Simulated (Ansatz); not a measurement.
**HBrCl (doublet): wB97M-V, B2PLYP, RPA-PBE over a scan of the distance Cl1–H2 along a hydrogen transfer, cc-pVTZ**

One table from this session's results is given with a row withheld; the runs are named, their logs left out.

The runs use Ansatz 0.2.0, Gaussian basis; cc-pVTZ, all electrons in the functionals, frozen cores in the correlation of double hybrids and RPA.

To be run: wB97M-V, B2PLYP, RPA-PBE, at 1.279 Å; 1.329 Å; 1.428 Å; 1.528 Å; 1.627 Å.

**The system**

The geometry derives from fragments relaxed apart (PBE0/def2-TZVP) and kept rigid, so it is no stationary point. A hydrogen atom is moved between rigid fragments. No spin-orbit coupling is included. The filled d shell of Br may be among the frozen orbitals whatever the setting's name suggests; the logs give the count.

3 atoms, charge 0, spin multiplicity 2.

Atoms are counted from 1 here; the program's logs count them from 0.

Bond lengths: Cl1–H2 1.279 Å.

No dispersion term is added; wB97M-V holds VV10 nonlocal correlation.

The geometry shown and the zero of energy belong to the point 1.279 Å. The yardstick, UCCSDT(Q), and other wave-function levels (R restricted, U unrestricted, valence and pair active spaces) come from earlier runs.

Set-up of the first run:

Contents of in.yaml:

```yaml
crystal:
  periodic: [false, false, false]
  atoms:
    - {symbol: Cl, position_ang: [0.000000, 0.000000, -1.478600]}
    - {symbol: H, position_ang: [0.000000, 0.000000, -0.199800]}
    - {symbol: Br, position_ang: [0.000000, 0.000000, 1.678400]}
basis:
  gaussian: {orbitals: cc-pVTZ}
magnetization: {spin_polarized: true, initial_magnetization: 1}
hamiltonian: {xc: {name: wB97M-V}}
output: {forces: true, orbitals: {seedname: orbitals}}
```

On the command line:

```
$ ansatz run in.yaml --threads 1 --pin off --events-out ev --progress --plain --max-ram 2560MiB --backend cpu
```

Among the steps run: wB97M-V, 1.279 Å; wB97M-V, 1.329 Å; wB97M-V, 1.428 Å; wB97M-V, 1.528 Å; wB97M-V, 1.627 Å; B2PLYP, 1.279 Å; B2PLYP, 1.329 Å; B2PLYP, 1.428 Å; B2PLYP, 1.528 Å; B2PLYP, 1.627 Å; RPA-PBE, 1.279 Å; RPA-PBE, 1.329 Å; RPA-PBE, 1.428 Å; RPA-PBE, 1.528 Å; RPA-PBE, 1.627 Å.

One of the session's tables, all rows but one given; the rest of the session is left out.

| level | 1.329 Å | 1.428 Å | 1.528 Å | 1.627 Å |
| --- | --- | --- | --- | --- |
| UCCSDT(Q) | 0.032 | 0.189 | 0.339 | 0.400 |
| wB97M-V | 0.023 | 0.169 | 0.323 | 0.402 |
| B2PLYP | ? | ? | ? | ? |
| RPA-PBE | -0.001 | 0.073 | 0.161 | 0.231 |

Q: Estimate the row for B2PLYP from the others.

**Answer.** 1.329 Å: 0.016; 1.428 Å: 0.141; 1.528 Å: 0.272; 1.627 Å: 0.337. In the column «1.329 Å» it lies between RPA-PBE (-0.001) and wB97M-V (0.023).

To keep in mind: Energies in eV, counted from 1.279 Å; blanks weren't run or aren't comparable.
